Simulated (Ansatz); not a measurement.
Write a Python script for the Python package of Ansatz (0.2.0) that makes an SCF with some post-processing of Y3Ga, space group Pm-3m. Settings: LDA, PAW, the default cutoff (420 eV here), 5×5×5 k-points, Fermi-Dirac smearing of 0.05 eV.

Input file `y3ga.cif`:
```cif
data_Y3Ga
_cell_length_a 4.757077
_cell_length_b 4.757077
_cell_length_c 4.757077
_cell_angle_alpha 90.00000
_cell_angle_beta 90.00000
_cell_angle_gamma 90.00000
_symmetry_space_group_name_H-M 'P 1'
_symmetry_Int_Tables_number 1
loop_
_symmetry_equiv_pos_as_xyz
'x, y, z'
loop_
_atom_site_label
_atom_site_type_symbol
_atom_site_fract_x
_atom_site_fract_y
_atom_site_fract_z
Y1 Y    0.500000    0.000000    0.500000
Y2 Y    0.500000    0.500000    0.000000
Y3 Y    0.000000    0.500000    0.500000
Ga4 Ga    0.000000    0.000000    0.000000
```

The script, `run_analyse.py`:
```python
# -*- coding: utf-8 -*-
"""Electronic structure of Y3Ga, looked at from several sides."""

from collections import defaultdict
from pathlib import Path
import itertools

import ansatz as az
from ase.io import read
import numpy as np


def main():
    atoms = read("y3ga.cif")
    xtal = az.Crystal.from_ase(atoms)

    model = (
        xtal.calculation()
        .occupations(az.OccupationsMethod.FERMI_DIRAC, width=0.05)
        .kpoints(length=22)
        .functional("LDA")
        .pseudopotentials("paw")
        .density()
        .electron_localization_function()
        .output_files(volumetric_format="npy")
        .populations()
        .density_of_states(energy_step=0.05, method="smearing", broadening_width=0.2, projected=True)
    )
    history = []
    result = model.session().plan().execute(on_event=lambda event: history.append(event["data"]["dr2_ev"]) if event["event"] == "scf_iter" else None)
    rep = result.report
    print("density residual by iteration (eV):", " ".join(f"{value:.1e}" for value in history[:40]))

    print("%-22s %14.5f eV" % ("F = E - TS", rep["free_energy_ev"]))
    print("%-22s %14.5f eV" % ("E", rep["internal_energy_ev"]))
    print("%-22s %14.5f eV" % ("Harris-Foulkes", rep["harris_foulkes_ev"]))
    print("%-22s %14.5f eV" % ("Fermi level", rep["fermi_energy_ev"]))

    # ELF is 0.5 in a uniform gas and nears 1 where pairs localise
    folder = Path(result.write_results("elf"))
    elf = np.load(folder / "elf.npy")
    peak = np.unravel_index(elf.argmax(), elf.shape)
    print(f"largest ELF {elf.max():.3f} at grid fractions", np.round(np.array(peak) / elf.shape, 3))
    for level in (0.2, 0.5, 0.7, 0.8, 0.9):
        print(f"share of the cell with ELF over {level}: {np.mean(elf > level):.3f}")

    # valence electrons inside a sphere about each atom
    rho = result.density()
    total = sum(channel.density_e_per_ang3 for channel in rho.channels[:2])
    grid_cell = np.asarray(rho.fft_grid_basis) @ result.lattice.cell_ang
    mesh = np.stack(np.meshgrid(*[np.arange(n) / n for n in rho.dims], indexing="ij"), axis=-1)
    for site in result.lattice.sites:
        offset = mesh - site.position_ang @ np.linalg.inv(grid_cell)
        offset -= offset.round()
        distance = np.min([np.linalg.norm((offset + shift) @ grid_cell, axis=-1) for shift in itertools.product((-1, 0, 1), repeat=3)], axis=0)
        inside = [total[distance < radius].sum() * rho.cell_volume_ang3 / total.size for radius in (0.8, 1.0, 1.2)]
        print(site.symbol, "electrons within 0.8, 1.0, 1.2 A:", np.round(inside, 2))

    for term in (az.EnergyTerm.SMEARING, az.EnergyTerm.DISPERSION):
        print(f"F without {term.name.lower()}: {az.free_energy_without(rep, term):.5f} eV")

    files = Path(result.write_results("tables"))
    print((files / "populations.tsv").read_text())

    dos = result.density_of_states()
    energy = np.asarray(dos.energies_ev) - dos.fermi_ev
    projected = result.projected_density_of_states()
    by_shell = defaultdict(float)
    for site in projected.sites:
        for shell in site.shells:
            for part in shell.curves:
                by_shell[f"{site.species} {'spdf'[shell.l]}"] += np.sum(part.g_bin_mean_per_ev, axis=0)
    print("E - E_F  " + " ".join(f"{name:>7s}" for name in by_shell))
    for e in np.arange(-6, 6 + 0.1, 1.0):
        print(f"{e:7.1f}  " + " ".join(f"{np.interp(e, energy, curve):7.3f}" for curve in by_shell.values()))


if __name__ == "__main__":
    main()
```

Running `python run_analyse.py` prints:
```text
DeckWarning: basis.ecutwfc = 420 eV, auto-derived from the records' recommended cutoffs: set by Y (normal level)
density residual by iteration (eV): 1.8e-02 7.5e-03 5.8e-04 1.4e-04 2.5e-06 2.9e-07 7.1e-09
F = E - TS               -14944.65162 eV
E                        -14944.59416 eV
Harris-Foulkes           -14944.65162 eV
Fermi level                  10.10735 eV
largest ELF 1.000 at grid fractions [0. 0. 0.]
share of the cell with ELF over 0.2: 0.690
share of the cell with ELF over 0.5: 0.213
share of the cell with ELF over 0.7: 0.080
share of the cell with ELF over 0.8: 0.047
share of the cell with ELF over 0.9: 0.000
Y electrons within 0.8, 1.0, 1.2 A: [5.21 7.2  8.21]
Y electrons within 0.8, 1.0, 1.2 A: [5.21 7.2  8.21]
Y electrons within 0.8, 1.0, 1.2 A: [5.21 7.2  8.21]
Ga electrons within 0.8, 1.0, 1.2 A: [ 9.5  10.57 11.34]
F without smearing: -14944.59416 eV
F without dispersion: -14944.65162 eV
# site	symbol	l	j	q
# orbitals = lowdin
# n_electrons = 46.000000
# spilling = 0.001934
0	Y	0_4S	-	1.950830
0	Y	0_5S	-	0.606634
0	Y	1_4P	-	5.954489
0	Y	2_4D	-	2.198702
1	Y	0_4S	-	1.950830
1	Y	0_5S	-	0.606634
1	Y	1_4P	-	5.954489
1	Y	2_4D	-	2.198702
2	Y	0_4S	-	1.950830
2	Y	0_5S	-	0.606634
2	Y	1_4P	-	5.954489
2	Y	2_4D	-	2.198702
3	Ga	0_4S	-	1.265290
3	Ga	1_4P	-	2.525141
3	Ga	2_3D	-	9.988642

E - E_F      Y s     Y p     Y d    Ga s    Ga p    Ga d
   -6.0    0.384   0.031   0.214   0.933   0.024   0.000
   -5.0    0.000   0.000   0.000   0.000   0.000   0.000
   -4.0    0.000   0.000   0.000   0.000   0.000   0.000
   -3.0    0.791   0.040   0.552   0.073   0.563   0.000
   -2.0    0.380   0.042   0.745   0.003   0.673   0.001
   -1.0    0.421   0.109   3.995   0.018   1.512   0.002
    0.0    0.242   0.060   5.689   0.005   0.225   0.005
    1.0    0.157   0.076   5.237   0.035   0.390   0.003
    2.0    0.085   0.015   1.788   0.004   0.003   0.002
    3.0    0.007   0.003   0.450   0.019   0.030   0.001
    4.0    0.000   0.000   0.000   0.000   0.000   0.000
    5.0    0.000   0.000   0.000   0.000   0.000   0.000
    6.0    0.000   0.000   0.000   0.000   0.000   0.000
```
(Warnings from the package without file and line.)

Notes:
- Absolute energies stand on the zero of these potentials, so only differences at equal settings mean something. A total without «per atom» is that of the cell as typed.
- The run is spin-unpolarised.
- For a metal this k-point mesh is coarse: on a finer one energies can move by several to tens of meV an atom and pressures by half a GPa or more, differences at one mesh by less.
- The zero of the levels is a convention of the potentials, so an absolute Fermi energy is no work function.
- Projections exist only for the shells that the potentials hold, some of them semicore, and samples at single energies can miss narrow peaks.
- Grid values close to the nuclei reflect the PAW or pseudopotential construction, not the all-electron fields.
- This cell is a computed structure, which may not be the phase found in nature.
- The computed bands are complete only to about 1.9 eV above the Fermi level; beyond that the density of states is undercounted.
- Wall time of the script: 3.2 s on 1 thread of Arm Neoverse V1, on a shared host, peak memory 0.45 GiB.

(A comment or docstring line of the script was reworded after the run, the code is as it ran; lines on the test bed's own set-up are left out of the output.)
